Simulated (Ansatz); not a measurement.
This script for the Ansatz DFT code, driven from Python starts 4 runs on C3H6AlNO, SMILES C=[N][Al]1[CH2]C[O]1. What input does the engine get in each?

`disp.py`:
```python
# -*- coding: utf-8 -*-
'''Size of D3 and D4 in C3H6AlNO.'''

import warnings

import ansatz as az
from ase import Atoms

BASIS = 'def2-SVP'


def main():
    warnings.simplefilter('ignore', az.DeckWarning)

    atoms = Atoms(['C', 'N', 'Al', 'C', 'C', 'O', 'H', 'H', 'H', 'H', 'H', 'H'], positions=[
        (-2.247, -0.0495, 1.8309),
        (-1.3444, 0.84, 1.6873),
        (-0.1992, 0.8256, 0.1771),
        (0.5534, -0.5206, -1.045),
        (1.8221, 0.183, -1.0391),
        (1.5763, 1.311, -0.1841),
        (-2.9134, 0.0462, 2.6934),
        (-2.4342, -0.7574, 1.0665),
        (-0.0115, -0.4826, -1.9928),
        (0.5388, -1.5453, -0.5718),
        (2.0977, 0.5369, -2.0169),
        (2.6385, -0.4424, -0.5715),
    ])
    system = az.Crystal.molecule_from_ase(atoms)

    base = system.calculation().basis(gaussian=BASIS)
    for name in ['revpbe', 'pbe0']:
        for correction in ('d3bj', 'd4'):
            data = base.functional(name, dispersion=correction).run(threads=1, pin='off').report
            print(f'{name:8s} {correction:5s} total {data["free_energy_ev"]:.5f} eV, of which dispersion {1000 * data["dispersion"]["energy"]["ev"]:.2f} meV')


if __name__ == '__main__':
    main()
```

Run 1:
```yaml
crystal:
  periodic: [false, false, false]
  atoms:
    - { symbol: C, position_ang: [-2.247, -0.0495, 1.8309] }
    - { symbol: "N", position_ang: [-1.3444, 0.84, 1.6873] }
    - { symbol: Al, position_ang: [-0.1992, 0.8256, 0.1771] }
    - { symbol: C, position_ang: [0.5534, -0.5206, -1.045] }
    - { symbol: C, position_ang: [1.8221, 0.183, -1.0391] }
    - { symbol: O, position_ang: [1.5763, 1.311, -0.1841] }
    - { symbol: H, position_ang: [-2.9134, 0.0462, 2.6934] }
    - { symbol: H, position_ang: [-2.4342, -0.7574, 1.0665] }
    - { symbol: H, position_ang: [-0.0115, -0.4826, -1.9928] }
    - { symbol: H, position_ang: [0.5388, -1.5453, -0.5718] }
    - { symbol: H, position_ang: [2.0977, 0.5369, -2.0169] }
    - { symbol: H, position_ang: [2.6385, -0.4424, -0.5715] }
basis:
  gaussian:
    orbitals: def2-SVP
hamiltonian:
  xc: revpbe
  dispersion: d3bj
```

Run 2, against run 1:
```diff
-  dispersion: d3bj
+  dispersion: d4
```

Run 3, against run 1:
```diff
-  xc: revpbe
+  xc: pbe0
```

Run 4, against run 1:
```diff
-  xc: revpbe
-  dispersion: d3bj
+  xc: pbe0
+  dispersion: d4
```

Running `python disp.py` prints:
```text
revpbe   d3bj  total -13332.06010 eV, of which dispersion -593.85 meV
revpbe   d4    total -13332.21504 eV, of which dispersion -748.80 meV
pbe0     d3bj  total -13324.14356 eV, of which dispersion -208.56 meV
pbe0     d4    total -13324.13648 eV, of which dispersion -201.48 meV
```

These settings explore the input space; basis and method may be short of convergence. The geometry is a force-field or estimated start, not a minimum of this method, and the basis set is short of its limit. D4 holds the three-body term, and d3bj doesn't. It ran for 16 s on 1 thread of Arm Neoverse V1 (shared host), peak memory 0.3 GiB.
